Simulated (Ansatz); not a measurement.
# C2H5FGe: how energies converge with the basis set

An exercise on one series of results from a longer session: the logs are not shown, and one member is left open.

Program: Ansatz 0.2.0, Gaussian basis. Level of theory: one geometry, several basis sets. These are calculated values, not measurements.

Plan: PBE0-D4/def2-SVP; ωB97M-V/def2-SVP; PBE0-D4/def2-QZVPP; ωB97M-V/def2-QZVPP; the functionals' def2-TZVPP values are taken from earlier runs.

**Structure used throughout**

All runs share one geometry, relaxed beforehand with PBE0-D4 in a triple-zeta def2 set.

SMILES `C[CH2][Ge][F]`, 9 atoms, charge 0, spin multiplicity 1.

Atoms are counted from 1 here; the program's logs count them from 0.

Bond lengths: C1–C2 1.521 Å, C1–H5 1.091 Å, C1–H6 1.094 Å, C1–H7 1.093 Å, C2–Ge3 1.991 Å, C2–H8 1.103 Å, C2–H9 1.097 Å, Ge3–F4 1.767 Å. Angles: C2–C1–H5 111.2°, C2–C1–H6 111.7°, C2–C1–H7 111.4°, H5–C1–H6 108.1°, H5–C1–H7 107.0°, H6–C1–H7 107.3°, C1–C2–Ge3 117.6°, C1–C2–H8 110.7°, C1–C2–H9 112.1°, Ge3–C2–H8 103.0°, Ge3–C2–H9 107.6°, H8–C2–H9 104.8°, C2–Ge3–F4 96.7°.

The first run:

Input file in.yaml:

```yaml
crystal:
  periodic: [false, false, false]
  atoms:
    - {symbol: C, position_ang: [-0.476656, 0.751475, -0.289448]}
    - {symbol: C, position_ang: [0.121224, -0.209708, 0.727225]}
    - {symbol: Ge, position_ang: [1.491887, -1.500762, 0.080657]}
    - {symbol: F, position_ang: [0.954187, -1.547994, -1.602365]}
    - {symbol: H, position_ang: [-0.868504, 0.215658, -1.155193]}
    - {symbol: H, position_ang: [-1.290395, 1.341238, 0.141784]}
    - {symbol: H, position_ang: [0.272693, 1.454917, -0.661025]}
    - {symbol: H, position_ang: [-0.658834, -0.866294, 1.147843]}
    - {symbol: H, position_ang: [0.542897, 0.315170, 1.593222]}
basis:
  gaussian: {orbitals: def2-SVP}
hamiltonian: {xc: pbe0, dispersion: d4}
output: {orbitals: {seedname: orbitals}}
```

Command:

```bash
$ ansatz run in.yaml --threads 4 --pin off --events-out ev --progress --plain --max-ram 10444MiB
```

Steps of the session up to this table: PBE0-D4 in def2-SVP; ωB97M-V in def2-SVP; PBE0-D4 in def2-QZVPP; ωB97M-V in def2-QZVPP.

One table of the session follows, with a row left open; its other results are not shown here.

It belongs to the step «Functionals by basis». 

| functional | basis | HOMO (eV) | LUMO (eV) |
| --- | --- | --- | --- |
| PBE0-D4 | def2-SVP | -6.58 | -2.23 |
| PBE0-D4 | def2-TZVPP | -6.62 | -2.30 |
| PBE0-D4 | def2-QZVPP | -6.66 | -2.36 |
| ωB97M-V | def2-SVP | ? | ? |
| ωB97M-V | def2-TZVPP | -8.75 | -0.33 |
| ωB97M-V | def2-QZVPP | -8.79 | -0.47 |

Estimate the missing values for ωB97M-V, def2-SVP.

As computed: HOMO (eV): -8.69; LUMO (eV): -0.22. In the column «HOMO (eV)» it lies between ωB97M-V, def2-TZVPP (-8.75) and PBE0-D4, def2-QZVPP (-6.66).
